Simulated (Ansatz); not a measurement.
**BrClGeH₄Si: one species, many methods**

One table from this session's results is given with a row withheld; the runs are named, their logs left out.

Computed with Ansatz 0.2.0, Gaussian basis. Level: functionals in def2-TZVPP, the program's frozen cores in correlated methods.

Levels to be run: LDA (SPW92), PBE-D4, revPBE-D4, BLYP-D4, r2SCAN-D4, B97M-V, PBE0-D4, B3LYP-D4, r2SCANh-D4, r2SCAN0-D4, HSE06-D4, BHLYP-D4, CAM-B3LYP-D4, LC-ωPBE, ωB97X-V, ωB97M-V, B2PLYP, PBE-QIDH; CCSD(T)/def2-SVP; CCSD(T)/def2-TZVPP; MP2/def2-QZVPP; extrapolation to the limit; RPA on PBE.

### Structure used throughout

An earlier PBE0-D4 in a triple-zeta def2 set relaxation fixed the geometry.

SMILES `[Cl][GeH2][SiH2]Br`, 8 atoms, charge 0, spin multiplicity 1.

Atoms are counted from 1 here; the program's logs count them from 0.

Bond lengths: Cl1–Ge2 2.162 Å, Ge2–Si3 2.383 Å, Ge2–H5 1.535 Å, Ge2–H6 1.538 Å, Si3–Br4 2.218 Å, Si3–H7 1.485 Å, Si3–H8 1.482 Å. Angles: Cl1–Ge2–Si3 106.2°, Cl1–Ge2–H5 106.8°, Cl1–Ge2–H6 106.6°, Si3–Ge2–H5 113.0°, Si3–Ge2–H6 113.3°, H5–Ge2–H6 110.5°, Ge2–Si3–Br4 108.3°, Ge2–Si3–H7 110.9°, Ge2–Si3–H8 110.4°, Br4–Si3–H7 108.4°, Br4–Si3–H8 108.7°, H7–Si3–H8 110.1°.

Coordinates:

```xyz
8
BrClGeH4Si
Cl   -2.11809    1.54001   -0.00111
Ge    0.01117    1.18268    0.10291
Si    0.28898   -1.18366    0.07023
Br   -0.44969   -1.94401   -1.87860
H     0.63762    1.87668   -1.11470
H     0.50218    1.83468    1.40627
H     1.72100   -1.55147    0.20375
H    -0.50086   -1.81200    1.15535
```

The first run:

Input file in.yaml:

```yaml
crystal:
  periodic: [false, false, false]
  atoms:
    - {symbol: Cl, position_ang: [-2.118092, 1.540008, -0.001107]}
    - {symbol: Ge, position_ang: [0.011174, 1.182680, 0.102910]}
    - {symbol: Si, position_ang: [0.288984, -1.183660, 0.070227]}
    - {symbol: Br, position_ang: [-0.449691, -1.944013, -1.878602]}
    - {symbol: H, position_ang: [0.637615, 1.876675, -1.114696]}
    - {symbol: H, position_ang: [0.502177, 1.834681, 1.406272]}
    - {symbol: H, position_ang: [1.720995, -1.551469, 0.203748]}
    - {symbol: H, position_ang: [-0.500862, -1.812002, 1.155350]}
basis:
  gaussian: {orbitals: def2-TZVPP}
hamiltonian: {xc: lda}
output: {orbitals: {seedname: orbitals}}
```

Among the steps run: LDA; PBE-D4 (GGA); revPBE-D4 (GGA); BLYP-D4 (GGA); r2SCAN-D4 (meta-GGA); B97M-V (meta-GGA); PBE0-D4 (hybrid); B3LYP-D4 (hybrid); r2SCANh-D4 (hybrid); r2SCAN0-D4 (hybrid); HSE06-D4 (hybrid); BHLYP-D4 (hybrid); CAM-B3LYP-D4 (range-separated); LC-ωPBE (range-separated); ωB97X-V (range-separated); ωB97M-V (range-separated); B2PLYP (double hybrid); PBE-QIDH (double hybrid).

One table of the session follows, with a row left open; its other results are not shown here.

It belongs to the step «Orbital energies across the functionals». 

```
  functional  HOMO (eV)  gap (eV)
 LDA (SPW92)      -6.96      4.80
      PBE-D4      -6.85      4.95
   revPBE-D4      -6.81      5.01
     BLYP-D4      -6.71      4.96
   r2SCAN-D4      -7.16      5.49
      B97M-V      -7.28      5.58
     PBE0-D4      -8.03      6.96
    B3LYP-D4          ?         ?
  r2SCANh-D4      -7.59      6.21
  r2SCAN0-D4      -8.22      7.28
    HSE06-D4      -7.64      6.19
    BHLYP-D4      -9.09      8.95
CAM-B3LYP-D4      -9.29      9.28
     LC-ωPBE     -10.60     11.70
     ωB97X-V     -10.27     11.26
     ωB97M-V     -10.08     10.85
```

Q: Estimate the row for B3LYP-D4 from the others.

Worked estimate for «HOMO (eV)». Against the share of exact exchange, BLYP-D4 (0, -6.71), BHLYP-D4 (0.5, -9.09) give a slope of -4.76 per unit share; at 0.2 the line stands at -7.66.

The run gave: HOMO (eV): -7.81; gap (eV): 6.56. In «HOMO (eV)» the line misses by +0.15.
